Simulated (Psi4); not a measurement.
**SnBrClF2 (SMILES [F][Sn]([F])([Cl])[Br]) at PBE/def2-SVP (density fitting, core potential, sweep point 7)**

We compute energy and gradient of SnBrClF2. Input form: a Python script.

Program for the calculation: Psi4 1.11.

7 further runs of the same task are left out: 1 that didn't finish, 6 set aside as unsound or not needed.

**1. The system as given**

The species is SnBrClF2 (5 atoms), meant as a singlet with charge 0. SMILES: `[F][Sn]([F])([Cl])[Br]`. Geometry: relaxed at PBE0-D4/def2-TZVP.

Bond lengths: F1–Sn2 1.889 Å, Sn2–F3 1.889 Å, Sn2–Cl4 2.274 Å, Sn2–Br5 2.416 Å. Angles: F1–Sn2–F3 104.9°, F1–Sn2–Cl4 108.5°, F1–Sn2–Br5 109.8°, F3–Sn2–Cl4 108.5°, F3–Sn2–Br5 109.8°, Cl4–Sn2–Br5 114.7°.

**2. Energy and gradient at PBE/def2-SVP (density fitting, core potential, sweep point 7)**

Input file job.py:

```python
import psi4

psi4.set_memory('1600 MB')
psi4.set_num_threads(1)
psi4.core.set_output_file('run.log', False)

mol = psi4.geometry("""
F     -0.065500    -0.337000     1.880400
Sn     0.030000    -0.051300     0.015600
F      1.519600    -1.062500    -0.556200
Cl    -1.841900    -0.915100    -0.945000
Br     0.407600     2.292200    -0.436400
units angstrom
symmetry c1
""")

psi4.set_options({
    'basis': 'def2-SVP',
    'scf_type': 'df',
    'damping_percentage': 30,
})

energy_value = psi4.gradient("PBE")
print('gradient / Eh bohr^-1')
print(energy_value.np.round(6))
```

Launch:

```bash
$ python job.py
```

run.log:

```text
[...]
    !!!  WARNING: ECP capability is in beta. Please check occupations closely.  !!!
[...]
  Running in c1 symmetry.
[...]
  Nuclear repulsion =  602.673241956847960
[...]
  Multiplicity = 1
[...]
  Nalpha       = 46
  Nbeta        = 46
[...]
    Number of basis functions: 104
[...]
   @DF-RKS iter   1: -3446.62586331570856   -2.21156e+00   1.49685e-02 ADIIS/DIIS
[...]
   @DF-RKS iter  36: -3447.09232385377618   -3.09228e-11   3.64601e-10 DIIS/DAMP=30%
[...]
    Orbital Energies [Eh]
    ---------------------
    Doubly Occupied:
       1A   -480.977612     2A   -100.670952     3A    -61.818488
       4A    -55.748961     5A    -55.745580     6A    -55.745567
       7A    -24.256107     8A    -24.256100     9A     -9.206555
      10A     -8.443465    11A     -7.036261    12A     -7.026989
      13A     -7.026981    14A     -6.323600    15A     -6.311941
      16A     -6.311907    17A     -4.984678    18A     -3.367436
      19A     -3.366084    20A     -3.365399    21A     -2.525492
      22A     -2.522267    23A     -2.522262    24A     -2.513674
      25A     -2.513658    26A     -1.089077    27A     -1.075573
      28A     -1.036096    29A     -1.029507    30A     -1.028906
      31A     -1.002469    32A     -0.973172    33A     -0.770973
      34A     -0.739021    35A     -0.502892    36A     -0.400499
[...]
  @DF-RKS Final Energy: -3447.09232385377618
   => Energetics <=
    Nuclear Repulsion Energy =            602.6732419568479600
    One-Electron Energy =               -6073.4964344028376217
    Two-Electron Energy =                2181.6467048965250797
    DFT Exchange-Correlation Energy =    -157.9158363043116537
    Empirical Dispersion Energy =           0.0000000000000000
    VV10 Nonlocal Energy =                  0.0000000000000000
    Total Energy =                      -3447.0923238537761790
[...]
 Multipole Moments:
 ------------------------------------------------------------------------------------
     Multipole            Electronic (a.u.)      Nuclear  (a.u.)        Total (a.u.)
 ------------------------------------------------------------------------------------
 L = 1.  Multiply by 2.5417464519 to convert [e a0] to [Debye]
 Dipole X            :          5.3175637           -5.5828962           -0.2653325
 Dipole Y            :        -21.4832848           21.9714147            0.4881299
 Dipole Z            :          9.8547383          -10.1726327           -0.3178944
 Magnitude           :                                                    0.6401008
[...]
  -Total Gradient:
     Atom            X                  Y                   Z
    ------   -----------------  -----------------  -----------------
       1        0.001191993494     0.003837645595    -0.026758699542
       2        0.005938401453    -0.011387070337     0.007277607298
       3       -0.021500322373     0.014217767296     0.008146575221
       4        0.016162261602     0.006865029776     0.008470129491
       5       -0.002145077119    -0.014723592386     0.002988913672
[...]
```

The script printed:

```text
gradient / Eh bohr^-1
[[ 0.001192  0.003838 -0.026759]
 [ 0.005938 -0.011387  0.007278]
 [-0.0215    0.014218  0.008147]
 [ 0.016162  0.006865  0.00847 ]
 [-0.002145 -0.014724  0.002989]]
```

Run time: 23 s. Hardware: 1 thread of AMD EPYC 7R43 (Zen 3), shared host; peak memory 0.48 GiB.

**3. Summary of results**

At PBE/def2-SVP (density fitting, core potential, sweep point 7):

```
                quantity           value
            total energy  -3447.09232 Eh
           dipole moment          1.63 D
             HOMO energy        -8.12 eV
             LUMO energy        -4.04 eV
           HOMO–LUMO gap         4.08 eV
largest force on an atom      1.391 eV/Å
```

In words: The largest force is 1.39 eV/Å: the shape isn't a stationary point for this species at this level.
